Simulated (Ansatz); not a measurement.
# VSb: the cost of one run

Program: Ansatz 0.2.0. Level of theory: DFT PBEsol, scalar-relativistic, plane waves, PAW. These are calculated values, not measurements.

**1. The structure to begin with**

It takes space group F-43m (No. 216, cubic). The conventional cell has a = 6.080 Å, b = 6.080 Å, c = 6.080 Å, α = 90.00°, β = 90.00°, γ = 90.00°. V (site symmetry -43m) has 4 Sb at 2.63 Å as nearest neighbours. Sb (site symmetry -43m) has 4 V at 2.63 Å as nearest neighbours.

Structure file:

```cif
data_structure
_symmetry_space_group_name_H-M 'F-43m'
_symmetry_Int_Tables_number 216
_cell_length_a 6.0800
_cell_length_b 6.0800
_cell_length_c 6.0800
_cell_angle_alpha 90.000
_cell_angle_beta 90.000
_cell_angle_gamma 90.000
_cell_volume 224.75
loop_
_atom_site_label
_atom_site_type_symbol
_atom_site_symmetry_multiplicity
_atom_site_Wyckoff_symbol
_atom_site_fract_x
_atom_site_fract_y
_atom_site_fract_z
_atom_site_occupancy
V1 V 4 a 0.00000 0.00000 0.00000 1
Sb1 Sb 4 d 0.25000 0.25000 0.75000 1
```

An earlier run at PBEsol left this cell at 28.094 Å³/atom and -0.07 GPa (10×10×10 mesh).

Volume factors to run: 0.980, 1.020, 0.960, 1.040.

**2. Scaling the volume by 0.980**

Input file input.yaml:

```yaml
crystal:
  lattice:
    - [0.0, 3.0195926762, 3.0195926762]
    - [3.0195926762, 0.0, 3.0195926762]
    - [3.0195926762, 3.0195926762, 0.0]
  atoms:
    - { symbol: V, position: [0.0, 0.0, 0.0], spin: 2.1 }
    - { symbol: Sb, position: [0.25, 0.25, 0.25] }
basis:
  ecutwfc: 420
  ecutrho_ratio: 4
kpoints:
  mp_grid: { grid: [10, 10, 10] }
hamiltonian:
  xc: pbesol
scf:
  occupations: { method: gaussian, width: 0.05 }
output:
  forces: true
  stress: true
  eigenvalues: true
  populations: true
magnetization:
  spin_polarized: true
```

Run with:

```console
$ ansatz run input.yaml --threads 4 --pin off --max-ram 4096MiB --backend cpu --events-out ev --progress --plain --runs-dir out
```

What time and memory should one allow on 4 threads of Arm Neoverse N1, shared host?

About 9.1 s, with a peak of 0.52 GiB.
